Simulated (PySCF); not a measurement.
# One shape, several levels: GaAlNH5SO (SMILES [NH2][Ga]([SH])[O][AlH2])

Wanted: a comparison of 6 runs (HF/STO-3G, HF/3-21G, HF/def2-SVP, B3LYP/6-31G*, TPSSh/6-31G*) of GaAlNH5SO. The job is set up through a Python script.

The results are computed with PySCF 2.14.0.

**1. The molecule**

GaAlNH5SO has 10 atoms, charge 0, and is taken as a singlet. As SMILES, `[NH2][Ga]([SH])[O][AlH2]`. Geometry: a GFN2-xTB relaxation, a rough one for these elements and not checked as a minimum. This is one conformer, not always the lowest.

Bond lengths: N1–Ga2 1.840 Å, Ga2–S3 2.213 Å, Ga2–O4 1.790 Å, O4–Al5 1.664 Å, N1–H6 1.014 Å, N1–H7 1.015 Å, S3–H8 1.331 Å, Al5–H9 1.533 Å, Al5–H10 1.537 Å. Some angles: N1–Ga2–S3 127.8°, N1–Ga2–O4 116.1°, S3–Ga2–O4 115.9°, Ga2–O4–Al5 179.6°, Ga2–N1–H6 118.9°, Ga2–N1–H7 117.3°, Ga2–S3–H8 91.4°, O4–Al5–H9 119.4°, O4–Al5–H10 117.3°, H6–N1–H7 109.2°.

**2. Energy and forces at HF/STO-3G (run 1)**

input.py

```python
from pyscf import gto, scf

mol = gto.Mole()
mol.atom = '''
N     -0.316605    -0.845199     4.388908
Ga     0.680188    -1.405257     1.104621
S      2.764310    -4.697878    -0.415626
O     -0.401321     0.842610    -1.180304
Al    -1.426535     2.925409    -3.300350
H      0.738014    -1.571799     5.814612
H     -0.858729     0.935641     4.851664
H      2.537978    -3.834349    -2.766313
H     -3.090269     5.134972    -2.435706
H     -0.627030     2.515849    -6.061523
'''
mol.max_memory = 1860
mol.verbose = 3
mol.unit = 'bohr'
mol.basis = 'sto-3g'
mol.spin = 0
mol.build()

mf = scf.RHF(mol)
mf.conv_tol = 1e-10
mf.kernel()
if not mf.converged:
    mf = mf.newton().run(mf.mo_coeff, mf.mo_occ)

e_final = mf.e_tot
print('E = %.10f Eh' % e_final)
grad = mf.nuc_grad_method().kernel()
mf.analyze()
```

On the command line:

```sh
$ OMP_NUM_THREADS=1 python input.py
```

Output:

```text
converged SCF energy = -2663.67116653243
[... 15 lines left out ...]
MO #6   energy= -41.8781232808427  occ= 2
[... 8 lines left out ...]
MO #15  energy= -4.71214632960197  occ= 2
[... 8 lines left out ...]
MO #24  energy= -0.862537634773332 occ= 2
[... 8 lines left out ...]
MO #33  energy= -0.329882294931237 occ= 2
[... 8 lines left out ...]
MO #42  energy= 0.32262133181816   occ= 0
[... 8 lines left out ...]
MO #51  energy= 0.799118266669517  occ= 0
[... 11 lines left out ...]
Dipole moment(X, Y, Z, Debye):  0.26973,  1.39261, -0.06653
```

Wall time 5.4 s (1 thread of Intel Xeon at 2.70GHz, shared host); peak memory 0.13 GiB.

**3. Energy and forces at HF/3-21G (run 2)**

geometry.xyz

```xyz
10

N     -0.167540    -0.447260     2.322510
Ga     0.359940    -0.743630     0.584540
S      1.462810    -2.486010    -0.219940
O     -0.212370     0.445890    -0.624590
Al    -0.754890     1.548060    -1.746470
H      0.390540    -0.831760     3.076960
H     -0.454420     0.495120     2.567390
H      1.343040    -2.029050    -1.463870
H     -1.635300     2.717310    -1.288920
H     -0.331810     1.331330    -3.207620
```

input.py

```python
# [NH2][Ga]([SH])[O][AlH2]
from pyscf import gto, scf

mol = gto.M(
    atom='geometry.xyz',
    max_memory=1860,
    verbose=4,
    basis='3-21g',
    spin=0,
    charge=0,
)

mf = scf.RHF(mol)
mf.conv_tol = 1e-10
mf.kernel()
if not mf.converged:
    mf = mf.newton().run(mf.mo_coeff, mf.mo_occ)

e_final = mf.e_tot
print(f'total energy: {e_final:.8f} hartree')
grad = mf.nuc_grad_method().kernel()
dip = mf.dip_moment()
pop, q = mf.mulliken_pop()
```

On the command line:

```sh
$ OMP_NUM_THREADS=1 python input.py
```

Output:

```text
PySCF version 2.14.0

[... 66 lines left out ...]
converged SCF energy = -2681.6638569646
total energy: -2681.66385696 hartree
[... 11 lines left out ...]
Dipole moment(X, Y, Z, Debye):  0.13619,  2.26783,  1.07522
[... 87 lines left out ...]
charge of    9H =     -0.30470
```

It took 5.1 s on 1 thread of Intel Xeon at 2.70GHz, shared host; peak memory 0.15 GiB.

Runs 3 to 5 aren't shown in full; the table further down has their settings and results.

**4. Energy and gradient at B3LYP/6-31G(d) (Cartesian functions) (run 6)**

input.py

```python
from pyscf import gto, dft

system = gto.M(
    atom='''
N       -0.167540      -0.447260       2.322510
Ga       0.359940      -0.743630       0.584540
S        1.462810      -2.486010      -0.219940
O       -0.212370       0.445890      -0.624590
Al      -0.754890       1.548060      -1.746470
H        0.390540      -0.831760       3.076960
H       -0.454420       0.495120       2.567390
H        1.343040      -2.029050      -1.463870
H       -1.635300       2.717310      -1.288920
H       -0.331810       1.331330      -3.207620
''',
    basis='6-31g*',
    max_memory=1860,
    verbose=4,
    cart=True,
)

myscf = dft.RKS(system, xc='b3lyp')
myscf.grids.level = 5
myscf.conv_tol = 1e-10
myscf.kernel()
if not myscf.converged:
    myscf = myscf.newton().run(myscf.mo_coeff, myscf.mo_occ)

e_tot = myscf.e_tot
print('Final energy', e_tot)
grad = myscf.nuc_grad_method().kernel()
myscf.analyze()
```

On the command line:

```sh
$ OMP_NUM_THREADS=1 python input.py
```

Output:

```text
PySCF version 2.14.0

[... 113 lines left out ...]
MO #8   energy= -19.1251913022919  occ= 2
[... 20 lines left out ...]
MO #29  energy= -0.724438619742074 occ= 2
[... 20 lines left out ...]
MO #50  energy= 0.124319487633112  occ= 0
[... 20 lines left out ...]
MO #71  energy= 0.645405483484496  occ= 0
[... 20 lines left out ...]
MO #92  energy= 1.75403114468406   occ= 0
[... 20 lines left out ...]
MO #113 energy= 73.9306620512853   occ= 0
[... 126 lines left out ...]
Dipole moment(X, Y, Z, Debye):  0.38648,  1.01913,  1.13303
```

Run time: 81 s. Hardware: 1 thread of Intel Xeon at 2.70GHz, shared host; peak memory 1.1 GiB.

**5. All runs side by side**

```csv
run,level,integration grid,Cartesian functions,energy (Eh),dipole moment (D),HOMO energy (eV),LUMO energy (eV),wall time
1,HF/STO-3G,–,no,-2663.671167,1.42,-6.48,6.65,5.4 s
2,HF/3-21G,–,no,-2681.663857,2.51,-10.35,1.86,5.1 s
3,HF/def2-SVP,–,no,-2694.510202,1.55,-10.27,2.07,20 s
4,B3LYP/6-31G* (spherical functions),5,no,-2698.339000,1.57,-7.01,-0.99,79 s
5,TPSSh/6-31G* (spherical functions),5,no,-2698.265757,1.60,-6.58,-1.10,1.8 min
6,B3LYP/6-31G* (Cartesian functions),5,yes,-2698.351749,1.57,-7.00,-0.99,81 s
```

**6. Results**

| quantity | value |
| --- | --- |
| run 6: total energy | -2698.35175 Eh |
| run 6: dipole moment | 1.57 D |
| run 6: HOMO energy | -7.00 eV |
| run 6: LUMO energy | -0.99 eV |
| run 6: HOMO–LUMO gap | 6.01 eV |
| run 6: largest force on an atom | 1.130 eV/Å |

The dipole moment (its size) runs from 1.42 D (HF/STO-3G) to 2.51 D (HF/3-21G). The HOMO–LUMO gap runs from 5.48 eV (TPSSh/6-31G*) to 13.12 eV (HF/STO-3G). The two ends differ in method and basis. Totals of different functionals can't be ranked against each other. In run 1 the basis is minimal, so the values are rough. All runs together took 5 min, the longest 1.8 min.
